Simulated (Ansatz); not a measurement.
# CH5GaO: the cost of one run

Computed with Ansatz 0.2.0, Gaussian basis. Level: PBE0-D4, def2-SVP first, then def2-TZVP.

114 further runs of the same task are left out: 114 set aside as unsound or not needed.

## 1. Where the work starts

The guess: 8 atoms, charge 0, spin multiplicity 1.

Atoms are counted from 1 here; the program's logs count them from 0.

Bond lengths: Ga1–O2 2.111 Å, Ga1–H3 1.654 Å, Ga1–C4 2.121 Å, O2–H5 0.966 Å, C4–H6 1.095 Å, C4–H7 1.098 Å, C4–H8 1.097 Å. Angles: O2–Ga1–H3 37.4°, O2–Ga1–C4 120.2°, H3–Ga1–C4 157.6°, Ga1–O2–H5 179.2°, Ga1–C4–H6 114.2°, Ga1–C4–H7 108.1°, Ga1–C4–H8 111.9°, H6–C4–H7 107.6°, H6–C4–H8 107.5°, H7–C4–H8 107.3°.

Coordinates:

```
Ga   -0.4371   -0.6573   -0.5296
O     1.1453   -0.0248   -1.7756
H     0.2511   -0.9128   -2.0116
C    -0.6892    0.1993    1.3942
H     1.8757    0.2693   -2.3351
H    -1.7338    0.3565    1.6824
H    -0.1928    1.1785    1.3984
H    -0.2191   -0.4086    2.1769
```

Distances that are to change: O2–H3 1.28 Å, Ga1–O2 2.11 Å, Ga1–H3 1.65 Å.

## 2. Relaxing the guess with the reacting distances held

File hold/in.yaml:

```yaml
crystal:
  periodic: [false, false, false]
  atoms:
    - {symbol: Ga, position_ang: [-0.437100, -0.657300, -0.529600]}
    - {symbol: O, position_ang: [1.145300, -0.024800, -1.775600]}
    - {symbol: H, position_ang: [0.251100, -0.912800, -2.011600]}
    - {symbol: C, position_ang: [-0.689200, 0.199300, 1.394200]}
    - {symbol: H, position_ang: [1.875700, 0.269300, -2.335100]}
    - {symbol: H, position_ang: [-1.733800, 0.356500, 1.682400]}
    - {symbol: H, position_ang: [-0.192800, 1.178500, 1.398400]}
    - {symbol: H, position_ang: [-0.219100, -0.408600, 2.176900]}
basis:
  gaussian: {orbitals: def2-SVP}
hamiltonian: {xc: pbe0, dispersion: d4}
relax: {f_tol: 0.04, max_steps: 150, escape_saddle: false, constraints: [{distance: [1, 2]}, {distance: [0, 1]}, {distance: [0, 2]}]}
```

Launch:

```
> ansatz run in.yaml --threads 2 --pin off --events-out ev --progress --plain --max-ram 4352MiB
```

**Question.** How long does this run take on 2 threads of Intel Xeon 6975P-C, shared host?

About 16 s.
